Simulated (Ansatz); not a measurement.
# C3H7AlO2: how energies converge with the basis set

The task here is to estimate one member of a computed series from the others.

Program: Ansatz 0.2.0, Gaussian basis. Level of theory: one geometry, several basis sets. These are calculated values, not measurements.

Plan: PBE0-D4/def2-SVP; ωB97M-V/def2-SVP; PBE0-D4/def2-QZVPP; ωB97M-V/def2-QZVPP; the functionals' def2-TZVPP values are taken from earlier runs.

## The relaxed structure

The geometry comes from an earlier relaxation with PBE0-D4 in a triple-zeta def2 set; it is a stationary point, not always the lowest conformer.

SMILES `O/C=C(/O)[CH2][AlH2]`, 13 atoms, charge 0, spin multiplicity 1.

Atoms are counted from 1 here; the program's logs count them from 0.

Bond lengths: O1–C2 1.381 Å, O1–H7 0.961 Å, C2–C3 1.377 Å, C2–H8 1.086 Å, C3–O4 1.347 Å, C3–C5 1.453 Å, O4–H9 0.963 Å, C5–Al6 2.039 Å, C5–H10 1.087 Å, C5–H11 1.086 Å, Al6–H12 1.587 Å, Al6–H13 1.586 Å. Angles: C2–O1–H7 109.5°, O1–C2–C3 117.4°, O1–C2–H8 118.3°, C3–C2–H8 119.8°, C2–C3–O4 116.3°, C2–C3–C5 121.2°, O4–C3–C5 120.4°, C3–O4–H9 109.2°, C3–C5–Al6 76.4°, C3–C5–H10 114.0°, C3–C5–H11 115.4°, Al6–C5–H10 108.2°, Al6–C5–H11 124.7°, H10–C5–H11 113.2°, C5–Al6–H12 114.5°, C5–Al6–H13 119.1°, H12–Al6–H13 124.8°.

As a file:

```xyz
13
charge 0, multiplicity 1
O    -1.1317    1.6294    0.4780
C    -1.2288    0.3395   -0.0069
C    -0.2104   -0.1111   -0.8171
O    -0.4775   -1.2018   -1.5604
C     1.1613    0.3251   -0.6159
Al    0.6616   -0.5282    1.1670
H    -1.3538    1.6382    1.4134
H    -2.2141   -0.1119   -0.0770
H     0.3511   -1.6079   -1.8347
H     1.2671    1.3955   -0.4622
H     1.8870   -0.0811   -1.3140
H     0.7694   -2.1109    1.1908
H     0.5392    0.3905    2.4539
```

The first run:

in.yaml reads:

```yaml
crystal:
  periodic: [false, false, false]
  atoms:
    - {symbol: O, position_ang: [-1.131679, 1.629366, 0.478047]}
    - {symbol: C, position_ang: [-1.228816, 0.339456, -0.006903]}
    - {symbol: C, position_ang: [-0.210382, -0.111149, -0.817143]}
    - {symbol: O, position_ang: [-0.477498, -1.201766, -1.560416]}
    - {symbol: C, position_ang: [1.161297, 0.325084, -0.615885]}
    - {symbol: Al, position_ang: [0.661599, -0.528166, 1.166957]}
    - {symbol: H, position_ang: [-1.353815, 1.638236, 1.413358]}
    - {symbol: H, position_ang: [-2.214057, -0.111884, -0.076982]}
    - {symbol: H, position_ang: [0.351066, -1.607923, -1.834654]}
    - {symbol: H, position_ang: [1.267050, 1.395471, -0.462241]}
    - {symbol: H, position_ang: [1.886997, -0.081114, -1.314008]}
    - {symbol: H, position_ang: [0.769450, -2.110869, 1.190751]}
    - {symbol: H, position_ang: [0.539187, 0.390457, 2.453918]}
basis:
  gaussian: {orbitals: def2-SVP}
hamiltonian: {xc: pbe0, dispersion: d4}
output: {orbitals: {seedname: orbitals}}
```

Steps of the session up to this table: PBE0-D4 in def2-SVP; ωB97M-V in def2-SVP; PBE0-D4 in def2-QZVPP; ωB97M-V in def2-QZVPP.

One of the session's tables, all rows but one given; the rest of the session is left out.

It belongs to the step «Density functionals: the series». 

```
functional       basis  HOMO (eV)  LUMO (eV)
   PBE0-D4    def2-SVP          ?          ?
   PBE0-D4  def2-TZVPP      -6.51      -0.29
   PBE0-D4  def2-QZVPP      -6.54      -0.35
   ωB97M-V    def2-SVP      -8.52       1.80
   ωB97M-V  def2-TZVPP      -8.63       1.40
   ωB97M-V  def2-QZVPP      -8.66       0.91
```

Q: Estimate the row for PBE0-D4, def2-SVP from the others.

**Answer.** HOMO (eV): -6.44; LUMO (eV): -0.17. In the column «HOMO (eV)» it is the highest.
